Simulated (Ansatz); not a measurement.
**CrOS: the band gap up the ladder of functionals**

An exercise on one series of results from a longer session: the logs are not shown, and one member is left open.

The runs shown are made with Ansatz 0.2.0. PAW datasets, plane waves. Note: simulated data, non-magnetic, for a generated structure that need not be the stable one.

## Starting point

The cell was relaxed beforehand with r2SCAN.

In-plane lattice: a = 2.819 Å, b = 2.819 Å, γ = 120.0°; thickness between the outer nuclei 2.60 Å. Around Cr lie 3 O at 1.94 Å and 3 S at 2.24 Å; around O lie 3 Cr at 1.94 Å; around S lie 3 Cr at 2.24 Å.

Structure file:

```cif
data_structure
_symmetry_space_group_name_H-M 'P 1'
_symmetry_Int_Tables_number 1
_cell_length_a 2.8191
_cell_length_b 2.8191
_cell_length_c 29.4349
_cell_angle_alpha 90.000
_cell_angle_beta 90.000
_cell_angle_gamma 120.000
_cell_volume 202.58
loop_
_atom_site_label
_atom_site_type_symbol
_atom_site_fract_x
_atom_site_fract_y
_atom_site_fract_z
_atom_site_occupancy
Cr1 Cr 0.33333 0.66667 0.31130 1
O1 O 0.66667 0.33333 0.34712 1
S1 S 0.66667 0.33333 0.25886 1
```
The sheet repeats along a and b alone.

The first run:

Input file input.yaml:

```yaml
crystal:
  lattice:
    - [2.8190684823, 0.0, 0.0]
    - [-1.4095342411, 2.4413849207, 0.0]
    - [0.0, 0.0, 29.4349195984]
  atoms:
    - { symbol: Cr, position: [0.3333333333, 0.6666666667, 0.3112973871] }
    - { symbol: O, position: [0.6666666667, 0.3333333333, 0.3471228695] }
    - { symbol: S, position: [0.6666666667, 0.3333333333, 0.2588576015] }
  periodic: [true, true, false]
kpoints:
  mp_grid: { grid: [12, 12, 1] }
  band_path:
    path:
      - [0, 0, 0]
      - [0.5, 0, 0]
      - [0.3333333333333, 0.3333333333333, 0]
      - [0, 0, 0]
    npoints: 10
hamiltonian:
  xc: pbe
scf:
  occupations: { method: fermi_dirac, width: 0.02 }
  n_extra_bands: 4
output:
  forces: true
  stress: true
  eigenvalues: true
```

The run is started by

```
> ansatz run input.yaml --threads 4 --pin off --max-ram 5529MiB --backend cpu --events-out ev --progress --plain --runs-dir out
```

Steps of the session up to this table: PBE band path; Single point with r2SCAN; HSE06; PBE0 at the same geometry; LDA at the same geometry; Single point with Hartree-Fock; r2SCAN0 at the same geometry.

One table of the session follows, with a row left open; its other results are not shown here.

| level | gap (eV) |
| --- | --- |
| PBE | ? |
| r2SCAN | 0.19 |
| HSE06 | 0.64 |
| PBE0 | 1.34 |
| LDA | 0.17 |
| Hartree-Fock | 7.49 |
| r2SCAN0 | 1.35 |

**Question.** Estimate the row for PBE.

**Answer.** gap (eV): 0.18. In the column «gap (eV)» it lies between LDA (0.17) and r2SCAN (0.19).

Meshes: PBE 12×12×1, r2SCAN 12×12×1, HSE06 9×9×1, PBE0 9×9×1, LDA 12×12×1, Hartree-Fock 9×9×1, r2SCAN0 9×9×1

PBE reaches 28 % of the HSE06 value, and r2SCAN 30 %. PBE0 lies 0.70 eV above HSE06, which differs from it by screening the long-range exchange.

To keep in mind: Warnings in the runs' records: stress exchange threshold loose, stress scf threshold loose, xc potential rough in thin density.
